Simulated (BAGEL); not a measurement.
**[BSiH3F3]− (SMILES [BH3-][Si](F)(F)F): a chain of runs**

Wanted: a series of 9 runs (HF/STO-3G, HF/3-21G, HF/6-31G, HF/6-31G*, HF/6-31G**, HF/6-311G**, HF/6-311++G**, HF/6-311++G(2d,2p), and more) of [BSiH3F3]−. 

The calculation is run with BAGEL 1.2.2.

4 further runs of the same task are left out: 4 set aside as unsound or not needed.

**1. The structure to begin with**

[BSiH3F3]− has 8 atoms, charge -1, and is taken as a singlet. SMILES: `[BH3-][Si](F)(F)F`. The coordinates come from a GFN2-xTB relaxation.

Bond lengths: B1–Si2 1.941 Å, Si2–F3 1.648 Å, Si2–F4 1.648 Å, Si2–F5 1.648 Å, B1–H6 1.218 Å, B1–H7 1.218 Å, B1–H8 1.219 Å. Some angles: B1–Si2–F3 122.4°, B1–Si2–F4 122.3°, B1–Si2–F5 122.5°, F3–Si2–F4 94.0°, F3–Si2–F5 94.0°, F4–Si2–F5 94.0°, Si2–B1–H6 110.9°, Si2–B1–H7 110.8°, Si2–B1–H8 111.0°, H6–B1–H7 108.0°.

**2. A single-point energy at HF/STO-3G (density fitting with qzvpp-jkfit, property dipole) (run 1)**

Contents of input.json:

```json
{ "bagel": [

{
  "title": "molecule",
  "basis": "sto-3g",
  "df_basis": "qzvpp-jkfit",
  "angstrom": true,
  "geometry": [
    { "atom": "B", "xyz": [   -0.618700,   -0.308920,    0.904540 ] },
    { "atom": "Si", "xyz": [    0.436310,    0.219020,   -0.637000 ] },
    { "atom": "F", "xyz": [    2.081280,    0.121570,   -0.656670 ] },
    { "atom": "F", "xyz": [    0.261110,   -0.497360,   -2.110800 ] },
    { "atom": "F", "xyz": [    0.405560,    1.748730,   -1.248440 ] },
    { "atom": "H", "xyz": [   -1.807310,   -0.141790,    0.695380 ] },
    { "atom": "H", "xyz": [   -0.444700,   -1.485960,    1.166360 ] },
    { "atom": "H", "xyz": [   -0.313550,    0.344710,    1.886620 ] }
  ]
},
{ "title": "hf", "charge": -1, "multipole": 2 },
{ "title": "print", "file": "orbitals.molden", "orbitals": true }

]}
```

On the command line:

```console
$ BAGEL_NUM_THREADS=1 BAGEL input.json > input.out
```

What it wrote:

```text
* using 1 threads per process

  ===============================================================
  ===============================================================

  *** Geometry ***

  { "atom" : "B", "xyz" : [     -1.169174,     -0.583774,      1.709333 ] },
  { "atom" : "Si", "xyz" : [      0.824506,      0.413888,     -1.203756 ] },
  { "atom" : "F", "xyz" : [      3.933049,      0.229734,     -1.240926 ] },
  { "atom" : "F", "xyz" : [      0.493426,     -0.939874,     -3.988834 ] },
  { "atom" : "F", "xyz" : [      0.766397,      3.304621,     -2.359210 ] },
  { "atom" : "H", "xyz" : [     -3.415321,     -0.267944,      1.314078 ] },
  { "atom" : "H", "xyz" : [     -0.840361,     -2.808057,      2.204101 ] },
  { "atom" : "H", "xyz" : [     -0.592524,      0.651407,      3.565195 ] },

  Number of auxiliary basis functions:      488

  Since a DF basis is specified, we compute 2- and 3-index integrals:
    o Being stored without compression. Storage requirement is 0.004 GB

  Number of basis functions:       32
  Number of electrons      :       49

    * METHOD: MOLECULE                             0.21

  *** RHF ***

  === Nuclear Repulsion ===
   243.8929615648

      * DIIS with orbital gradients will be used.

  === RHF iteration (sto-3g) ===
      0       -605.69706759          0.01725112           0.03
      1       -605.81886533          0.00299086           0.03
      2       -605.82282918          0.00083467           0.03
      3       -605.82334342          0.00014458           0.03
      4       -605.82335903          0.00002995           0.03
      5       -605.82335967          0.00000361           0.03
      6       -605.82335968          0.00000047           0.03
      7       -605.82335968          0.00000007           0.03
      8       -605.82335968          0.00000001           0.03
      9       -605.82335968          0.00000000           0.03
    * SCF iteration converged.

    * Permanent dipole moment:
           (   -0.922819,    -0.463554,     1.347470) a.u.

    * Permanent second moment (around the center of charge):
          Qxx   -30.392451
          Qxy    -1.859861
          Qyy   -27.607586
          Qxz     5.424477
          Qyz     2.712484
          Qzz   -34.604625

    * METHOD: HF                                   0.44

    * METHOD: PRINT                                0.00

  ===============================================================
```

Wall time 0.81 s (1 thread of Arm Neoverse V1, shared host).

**3. The energy at HF/3-21G (density fitting with tzvpp-jkfit, property dipole) (run 2)**

Contents of calc.json:

```json
{ "bagel" : [

{
  "title" : "molecule",
  "basis" : "3-21g",
  "df_basis" : "tzvpp-jkfit",
  "angstrom" : true,
  "geometry" : [
    { "atom" : "B", "xyz" : [   -0.618700,   -0.308920,    0.904540 ] },
    { "atom" : "Si", "xyz" : [    0.436310,    0.219020,   -0.637000 ] },
    { "atom" : "F", "xyz" : [    2.081280,    0.121570,   -0.656670 ] },
    { "atom" : "F", "xyz" : [    0.261110,   -0.497360,   -2.110800 ] },
    { "atom" : "F", "xyz" : [    0.405560,    1.748730,   -1.248440 ] },
    { "atom" : "H", "xyz" : [   -1.807310,   -0.141790,    0.695380 ] },
    { "atom" : "H", "xyz" : [   -0.444700,   -1.485960,    1.166360 ] },
    { "atom" : "H", "xyz" : [   -0.313550,    0.344710,    1.886620 ] }
  ]
},
{
  "title" : "hf",
  "charge" : -1,
  "multipole" : 2
},
{
  "title" : "print",
  "file" : "orbitals.molden",
  "orbitals" : true
}

]}
```

On the command line:

```console
$ BAGEL_NUM_THREADS=1 BAGEL calc.json > calc.out
```

What it wrote:

```text
* using 1 threads per process

  ===============================================================
  ===============================================================

  *** Geometry ***

  { "atom" : "B", "xyz" : [     -1.169174,     -0.583774,      1.709333 ] },
  { "atom" : "Si", "xyz" : [      0.824506,      0.413888,     -1.203756 ] },
  { "atom" : "F", "xyz" : [      3.933049,      0.229734,     -1.240926 ] },
  { "atom" : "F", "xyz" : [      0.493426,     -0.939874,     -3.988834 ] },
  { "atom" : "F", "xyz" : [      0.766397,      3.304621,     -2.359210 ] },
  { "atom" : "H", "xyz" : [     -3.415321,     -0.267944,      1.314078 ] },
  { "atom" : "H", "xyz" : [     -0.840361,     -2.808057,      2.204101 ] },
  { "atom" : "H", "xyz" : [     -0.592524,      0.651407,      3.565195 ] },

  Number of auxiliary basis functions:      488

  Since a DF basis is specified, we compute 2- and 3-index integrals:
    o Being stored without compression. Storage requirement is 0.012 GB

  Number of basis functions:       55
  Number of electrons      :       49

    * METHOD: MOLECULE                             0.21

  *** RHF ***

  === Nuclear Repulsion ===
   243.8929615648

      * DIIS with orbital gradients will be used.

  === RHF iteration (3-21g) ===
      0       -610.41893562          0.02949042           0.05
      1       -610.58152721          0.01587263           0.05
      2       -610.63336035          0.00105399           0.05
      3       -610.63396538          0.00026124           0.05
      4       -610.63399965          0.00005429           0.05
      5       -610.63400190          0.00001103           0.05
      6       -610.63400200          0.00000190           0.05
      7       -610.63400200          0.00000028           0.05
      8       -610.63400200          0.00000011           0.05
      9       -610.63400200          0.00000003           0.05
     10       -610.63400200          0.00000000           0.05
    * SCF iteration converged.

    * Permanent dipole moment:
           (   -0.560128,    -0.282668,     0.817407) a.u.

    * Permanent second moment (around the center of charge):
          Qxx   -35.057846
          Qxy    -1.739819
          Qyy   -32.453603
          Qxz     5.071200
          Qyz     2.535512
          Qzz   -38.996193

    * METHOD: HF                                   0.70

    * METHOD: PRINT                                0.01

  ===============================================================
```

It took 1.1 s on 1 thread of Arm Neoverse V1, shared host.

Runs 3 to 5 aren't shown in full; the table further down has their settings and results.

**4. A single-point energy at HF/6-311G(d,p) (density fitting with qzvpp-jkfit, property dipole) (run 6)**

Contents of input.json:

```json
{ "bagel" : [

{
  "title" : "molecule",
  "basis" : "6-311gss.json",
  "df_basis" : "qzvpp-jkfit",
  "angstrom" : true,
  "geometry" : [
    { "atom" : "B", "xyz" : [   -0.618700,   -0.308920,    0.904540 ] },
    { "atom" : "Si", "xyz" : [    0.436310,    0.219020,   -0.637000 ] },
    { "atom" : "F", "xyz" : [    2.081280,    0.121570,   -0.656670 ] },
    { "atom" : "F", "xyz" : [    0.261110,   -0.497360,   -2.110800 ] },
    { "atom" : "F", "xyz" : [    0.405560,    1.748730,   -1.248440 ] },
    { "atom" : "H", "xyz" : [   -1.807310,   -0.141790,    0.695380 ] },
    { "atom" : "H", "xyz" : [   -0.444700,   -1.485960,    1.166360 ] },
    { "atom" : "H", "xyz" : [   -0.313550,    0.344710,    1.886620 ] }
  ]
},
{
  "title" : "hf",
  "charge" : -1,
  "multipole" : 2
},
{
  "title" : "print",
  "file" : "orbitals.molden",
  "orbitals" : true
}

]}
```

The basis set 6-311G** is read from a file made from the Basis Set Exchange's data (not shown).

On the command line:

```console
$ BAGEL_NUM_THREADS=1 BAGEL input.json > input.out
```

What it wrote:

```text
* using 1 threads per process

  ===============================================================
  ===============================================================

  *** Geometry ***

  { "atom" : "B", "xyz" : [     -1.169174,     -0.583774,      1.709333 ] },
  { "atom" : "Si", "xyz" : [      0.824506,      0.413888,     -1.203756 ] },
  { "atom" : "F", "xyz" : [      3.933049,      0.229734,     -1.240926 ] },
  { "atom" : "F", "xyz" : [      0.493426,     -0.939874,     -3.988834 ] },
  { "atom" : "F", "xyz" : [      0.766397,      3.304621,     -2.359210 ] },
  { "atom" : "H", "xyz" : [     -3.415321,     -0.267944,      1.314078 ] },
  { "atom" : "H", "xyz" : [     -0.840361,     -2.808057,      2.204101 ] },
  { "atom" : "H", "xyz" : [     -0.592524,      0.651407,      3.565195 ] },

  Number of auxiliary basis functions:      488

  Since a DF basis is specified, we compute 2- and 3-index integrals:
    o Being stored without compression. Storage requirement is 0.053 GB

  Number of basis functions:      116
  Number of electrons      :       49

    * METHOD: MOLECULE                             0.30

  *** RHF ***

  === Nuclear Repulsion ===
   243.8929615648

      * DIIS with orbital gradients will be used.

  === RHF iteration (6-311gss.json) ===
      0       -613.64535332          0.02548828           0.12
      1       -613.86747545          0.01629160           0.11
      2       -613.99096946          0.00115720           0.12
      3       -613.99232486          0.00033842           0.12
      4       -613.99243159          0.00006120           0.12
      5       -613.99243804          0.00001225           0.12
      6       -613.99243828          0.00000296           0.12
      7       -613.99243829          0.00000080           0.11
      8       -613.99243829          0.00000020           0.12
      9       -613.99243829          0.00000007           0.12
     10       -613.99243829          0.00000003           0.12
     11       -613.99243829          0.00000000           0.12
    * SCF iteration converged.

    * Permanent dipole moment:
           (   -0.627994,    -0.316409,     0.916849) a.u.

    * Permanent second moment (around the center of charge):
          Qxx   -35.448819
          Qxy    -1.682931
          Qyy   -32.927350
          Qxz     4.907789
          Qyz     2.452926
          Qzz   -39.260714

    * METHOD: HF                                   1.66

    * METHOD: PRINT                                0.03

  ===============================================================
```

It took 2.1 s on 1 thread of Arm Neoverse V1, shared host; peak memory 0.16 GiB.

Runs 7 to 8 aren't shown in full; the table further down has their settings and results.

**5. The energy at HF/6-311++G(3df,3pd) (density fitting with qzvpp-jkfit, property dipole) (run 9)**

Contents of input.json:

```json
{ "bagel" : [

{
  "title" : "molecule",
  "basis" : "6-311++g_3df_3pd_.json",
  "df_basis" : "qzvpp-jkfit",
  "angstrom" : true,
  "geometry" : [
    { "atom" : "B", "xyz" : [      -0.618700,      -0.308920,       0.904540 ] },
    { "atom" : "Si", "xyz" : [       0.436310,       0.219020,      -0.637000 ] },
    { "atom" : "F", "xyz" : [       2.081280,       0.121570,      -0.656670 ] },
    { "atom" : "F", "xyz" : [       0.261110,      -0.497360,      -2.110800 ] },
    { "atom" : "F", "xyz" : [       0.405560,       1.748730,      -1.248440 ] },
    { "atom" : "H", "xyz" : [      -1.807310,      -0.141790,       0.695380 ] },
    { "atom" : "H", "xyz" : [      -0.444700,      -1.485960,       1.166360 ] },
    { "atom" : "H", "xyz" : [      -0.313550,       0.344710,       1.886620 ] }
  ]
},

{ "title" : "hf", "charge" : -1, "multipole" : 2 },

{ "title" : "print", "file" : "orbitals.molden", "orbitals" : true }

]}
```

The basis set 6-311++G(3df,3pd) is read from a file made from the Basis Set Exchange's data (not shown).

On the command line:

```console
$ BAGEL_NUM_THREADS=1 BAGEL input.json > input.out
```

What it wrote:

```text
* using 1 threads per process

  ===============================================================
  ===============================================================

  *** Geometry ***

  { "atom" : "B", "xyz" : [     -1.169174,     -0.583774,      1.709333 ] },
  { "atom" : "Si", "xyz" : [      0.824506,      0.413888,     -1.203756 ] },
  { "atom" : "F", "xyz" : [      3.933049,      0.229734,     -1.240926 ] },
  { "atom" : "F", "xyz" : [      0.493426,     -0.939874,     -3.988834 ] },
  { "atom" : "F", "xyz" : [      0.766397,      3.304621,     -2.359210 ] },
  { "atom" : "H", "xyz" : [     -3.415321,     -0.267944,      1.314078 ] },
  { "atom" : "H", "xyz" : [     -0.840361,     -2.808057,      2.204101 ] },
  { "atom" : "H", "xyz" : [     -0.592524,      0.651407,      3.565195 ] },

  Number of auxiliary basis functions:      488

  Since a DF basis is specified, we compute 2- and 3-index integrals:
    o Being stored without compression. Storage requirement is 0.258 GB

  Number of basis functions:      257
  Number of electrons      :       49

    * METHOD: MOLECULE                             0.73

  *** RHF ***

  === Nuclear Repulsion ===
   243.8929615648

      * DIIS with orbital gradients will be used.

  === RHF iteration (6-311++g_3df_3pd_.json) ===
      0       -613.40789629          0.01999881           0.39
      1       -613.84125833          0.01195201           0.41
      2       -614.03763940          0.00128182           0.39
      3       -614.04041417          0.00041938           0.37
      4       -614.04077300          0.00005473           0.38
      5       -614.04078317          0.00001214           0.37
      6       -614.04078369          0.00000298           0.35
      7       -614.04078372          0.00000083           0.36
      8       -614.04078372          0.00000019           0.35
      9       -614.04078372          0.00000009           0.37
     10       -614.04078372          0.00000003           0.36
     11       -614.04078372          0.00000000           0.38
    * SCF iteration converged.

    * Permanent dipole moment:
           (   -0.671986,    -0.338114,     0.981332) a.u.

    * Permanent second moment (around the center of charge):
          Qxx   -35.369837
          Qxy    -1.596366
          Qyy   -32.976648
          Qxz     4.657018
          Qyz     2.327044
          Qzz   -38.987624

    * METHOD: HF                                   5.15

    * METHOD: PRINT                                0.16

  ===============================================================
```

Wall time 6.3 s (1 thread of Arm Neoverse V1, shared host); peak memory 0.44 GiB.

**6. The series**

```csv
run,level,integral approximation,energy (Eh),HOMO energy (eV),LUMO energy (eV),HOMO–LUMO gap (eV),wall time
1,"HF/STO-3G (density fitting with qzvpp-jkfit, property dipole)",qzvpp-jkfit,-605.823360,-2.37,18.52,20.88,0.81 s
2,"HF/3-21G (density fitting with tzvpp-jkfit, property dipole)",tzvpp-jkfit,-610.634002,-6.59,10.15,16.74,1.1 s
3,"HF/6-31G (density fitting with qzvpp-jkfit, property dipole)",qzvpp-jkfit,-613.750701,-7.04,9.33,16.37,1.1 s
4,"HF/6-31G* (density fitting with qzvpp-jkfit, spherical functions, property dipole)",qzvpp-jkfit,-613.876060,-6.41,9.80,16.21,1.5 s
5,"HF/6-31G** (density fitting with qzvpp-jkfit, spherical functions, property dipole)",qzvpp-jkfit,-613.879253,-6.40,9.81,16.21,1.7 s
6,"HF/6-311G** (density fitting with qzvpp-jkfit, property dipole)",qzvpp-jkfit,-613.992438,-6.75,9.04,15.79,2.1 s
7,"HF/6-311++G** (density fitting with qzvpp-jkfit, property dipole)",qzvpp-jkfit,-614.002187,-6.86,5.23,12.10,2.8 s
8,"HF/6-311++G(2d,2p) (density fitting with qzvpp-jkfit, property dipole)",qzvpp-jkfit,-614.024389,-6.78,5.19,11.97,3.9 s
9,"HF/6-311++G(3df,3pd) (density fitting with qzvpp-jkfit, property dipole)",qzvpp-jkfit,-614.040784,-6.70,5.11,11.82,6.3 s
```

**7. Results**

```
                                                                          quantity          value
                                         run 9, HF/6-311++G(3df,3pd): total energy  -614.04078 Eh
                                          run 9, HF/6-311++G(3df,3pd): HOMO energy       -6.70 eV
                                          run 9, HF/6-311++G(3df,3pd): LUMO energy        5.11 eV
run 9, HF/6-311++G(3df,3pd): HOMO–LUMO gap (to an unbound level, set by the basis)       11.82 eV
```

In words: The HOMO–LUMO gap runs from 11.82 eV (HF/6-311++G(3df,3pd)) to 20.88 eV (HF/STO-3G). The empty levels of an anion lie above zero and hang on the basis. In run 1 the basis is minimal, so the values are rough. All runs together took 22 s, the longest 6.3 s.
